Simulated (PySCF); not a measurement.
# Bi2H2O4 (Bi2(O)2(OH)2): the cost of one run

Method: B3LYP, Bi def2-SVP with ECP60, O def2-SVP, H def2-SVP; scalar-relativistic core potentials, no spin–orbit coupling; program: PySCF 2.14.0.

3 further runs of the same task are left out: 2 for a known fault of the program, 1 that didn't finish.

**1. The starting structure**

8 atoms, charge 0, spin multiplicity 1.

Bond lengths: Bi1–Bi2 3.251 Å, Bi1–O3 2.121 Å, Bi1–O4 2.122 Å, Bi1–O5 2.097 Å, Bi2–O3 2.121 Å, Bi2–O4 2.122 Å, Bi2–O7 2.097 Å, O5–H6 0.969 Å, O7–H8 0.969 Å. Angles: Bi2–Bi1–O3 40.0°, Bi2–Bi1–O4 40.0°, Bi2–Bi1–O5 105.6°, O3–Bi1–O4 79.9°, O3–Bi1–O5 100.3°, O4–Bi1–O5 100.3°, Bi1–Bi2–O3 40.0°, Bi1–Bi2–O4 40.0°, Bi1–Bi2–O7 105.6°, O3–Bi2–O4 79.9°, O3–Bi2–O7 100.3°, O4–Bi2–O7 100.3°, Bi1–O3–Bi2 100.0°, Bi1–O4–Bi2 100.0°, Bi1–O5–H6 112.6°, Bi2–O7–H8 112.6°.

As a file:

```mol
Bi2H2O4
  3D, bonds by distance, orders not assigned

  8  9  0  0  0  0  0  0  0  0999 V2000
   -0.0712    0.4177    1.6253 Bi  0  0
   -0.0712    0.4177   -1.6253 Bi  0  0
    0.5634    1.6242   -0.0000 O   0  0
   -0.5987   -0.8397    0.0000 O   0  0
    1.7555   -0.4451    2.1884 O   0  0
    2.2906   -0.7138    1.4259 H   0  0
    1.7555   -0.4451   -2.1884 O   0  0
    2.2906   -0.7138   -1.4259 H   0  0
  1  2  8  0
  1  3  8  0
  1  4  8  0
  1  5  8  0
  2  3  8  0
  2  4  8  0
  2  7  8  0
  5  6  8  0
  7  8  8  0
M  END
```

Formal oxidation states: Bi +3. An earlier session relaxed this geometry at B3LYP, Bi def2-SVP with ECP60, O def2-SVP, H def2-SVP (singlet, point group C2v).

Its energy there is -731.300846 Eh.

**2. Multiplicity 3 at the relaxed geometry**

Contents of run.py (the lines that set the calculation):

```python
mol = gto.M(atom='''
Bi    -0.07125     0.41773     1.62532
Bi    -0.07125     0.41773    -1.62532
O      0.56343     1.62424     0.00000
O     -0.59874    -0.83974     0.00000
O      1.75554    -0.44511     2.18840
H      2.29060    -0.71383     1.42594
O      1.75554    -0.44511    -2.18840
H      2.29060    -0.71383    -1.42594''',
    basis={'Bi': 'def2-SVP', 'O': 'def2-SVP', 'H': 'def2-SVP'},
    ecp={'Bi': 'def2-SVP'},
    charge=0, spin=2)
mf = dft.UKS(mol, xc='B3LYP')
mf.grids.atom_grid = (50, 194)
mf = mf.density_fit()  # fitting sets: Bi def2-universal-JKFIT, O def2-universal-JKFIT, H def2-universal-JKFIT
mf.conv_tol = 1e-08; mf.max_cycle = 55
mf.kernel(dm0)  # dm0: free metal ions and neutral atoms
```

The run is started by

```
OMP_NUM_THREADS=2 python run.py
```

**Question.** How long does this run take on 2 threads of Arm Neoverse V1, shared host?

About 8.9 s.
